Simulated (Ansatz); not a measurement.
# C₂H₆SeZn: up Jacob's ladder to CCSD(T)

One table from this session's results is given with a row withheld; the runs are named, their logs left out.

Computed with Ansatz 0.2.0, Gaussian basis. Level: functionals in def2-TZVPP, the program's frozen cores in correlated methods.

Levels to be run: LDA (SPW92), PBE-D4, revPBE-D4, BLYP-D4, r2SCAN-D4, B97M-V, PBE0-D4, B3LYP-D4, r2SCANh-D4, r2SCAN0-D4, HSE06-D4, BHLYP-D4, CAM-B3LYP-D4, LC-ωPBE, ωB97X-V, ωB97M-V, B2PLYP, PBE-QIDH; CCSD(T)/def2-SVP; CCSD(T)/def2-TZVPP; MP2/def2-QZVPP; extrapolation to the limit; RPA on PBE.

## The geometry

An earlier PBE0-D4 in a triple-zeta def2 set relaxation fixed the geometry.

SMILES `[CH3][Zn][Se]C`, 10 atoms, charge 0, spin multiplicity 1.

Atoms are counted from 1 here; the program's logs count them from 0.

Bond lengths: C1–Zn2 1.940 Å, C1–H5 1.092 Å, C1–H6 1.092 Å, C1–H7 1.092 Å, Zn2–Se3 2.297 Å, Se3–C4 1.968 Å, C4–H8 1.087 Å, C4–H9 1.087 Å, C4–H10 1.089 Å. Angles: Zn2–C1–H5 110.4°, Zn2–C1–H6 110.7°, Zn2–C1–H7 110.6°, H5–C1–H6 108.3°, H5–C1–H7 108.2°, H6–C1–H7 108.5°, C1–Zn2–Se3 179.6°, Zn2–Se3–C4 99.1°, Se3–C4–H8 111.0°, Se3–C4–H9 110.9°, Se3–C4–H10 106.0°, H8–C4–H9 110.5°, H8–C4–H10 109.1°, H9–C4–H10 109.2°.

Set-up of the first run:

The input, in.yaml:

```yaml
crystal:
  periodic: [false, false, false]
  atoms:
    - {symbol: C, position_ang: [-1.475505, 1.959590, 0.531821]}
    - {symbol: Zn, position_ang: [0.094920, 0.961741, -0.015866]}
    - {symbol: Se, position_ang: [1.962497, -0.205958, -0.668806]}
    - {symbol: C, position_ang: [1.271647, -2.037251, -0.463335]}
    - {symbol: H, position_ang: [-2.322129, 1.285764, 0.682248]}
    - {symbol: H, position_ang: [-1.288598, 2.489730, 1.467978]}
    - {symbol: H, position_ang: [-1.751625, 2.690466, -0.231168]}
    - {symbol: H, position_ang: [0.419997, -2.207505, -1.117724]}
    - {symbol: H, position_ang: [1.003722, -2.237877, 0.571309]}
    - {symbol: H, position_ang: [2.085083, -2.698700, -0.756455]}
basis:
  gaussian: {orbitals: def2-TZVPP}
hamiltonian: {xc: lda}
output: {orbitals: {seedname: orbitals}}
```

Run with:

```console
ansatz run in.yaml --threads 4 --pin off --events-out ev --progress --plain --max-ram 10444MiB
```

Steps of the session up to this table: LDA; PBE-D4 (GGA); revPBE-D4 (GGA); BLYP-D4 (GGA); r2SCAN-D4 (meta-GGA); B97M-V (meta-GGA); PBE0-D4 (hybrid); B3LYP-D4 (hybrid); r2SCANh-D4 (hybrid); r2SCAN0-D4 (hybrid); HSE06-D4 (hybrid); BHLYP-D4 (hybrid); CAM-B3LYP-D4 (range-separated); LC-ωPBE (range-separated); ωB97X-V (range-separated); ωB97M-V (range-separated); B2PLYP (double hybrid); PBE-QIDH (double hybrid).

One of the session's tables, all rows but one given; the rest of the session is left out.

It belongs to the step «Orbital energies across the functionals». 

| functional | HOMO (eV) | gap (eV) |
| --- | --- | --- |
| LDA (SPW92) | -5.33 | 3.68 |
| PBE-D4 | -5.18 | 3.74 |
| revPBE-D4 | -5.13 | 3.79 |
| BLYP-D4 | -5.02 | 3.65 |
| r2SCAN-D4 | -5.42 | 4.25 |
| B97M-V | -5.47 | 4.11 |
| PBE0-D4 | -6.27 | 5.59 |
| B3LYP-D4 | -6.04 | 5.11 |
| r2SCANh-D4 | -5.82 | 4.92 |
| r2SCAN0-D4 | -6.43 | 5.91 |
| HSE06-D4 | -5.87 | 4.84 |
| BHLYP-D4 | -7.21 | 7.21 |
| CAM-B3LYP-D4 | -7.53 | 7.67 |
| LC-ωPBE | -8.87 | 10.13 |
| ωB97X-V | -8.53 | 9.63 |
| ωB97M-V | ? | ? |

**Question.** Estimate the row for ωB97M-V.

The run gave: HOMO (eV): -8.41; gap (eV): 9.19. In the column «HOMO (eV)» it lies between ωB97X-V (-8.53) and CAM-B3LYP-D4 (-7.53).
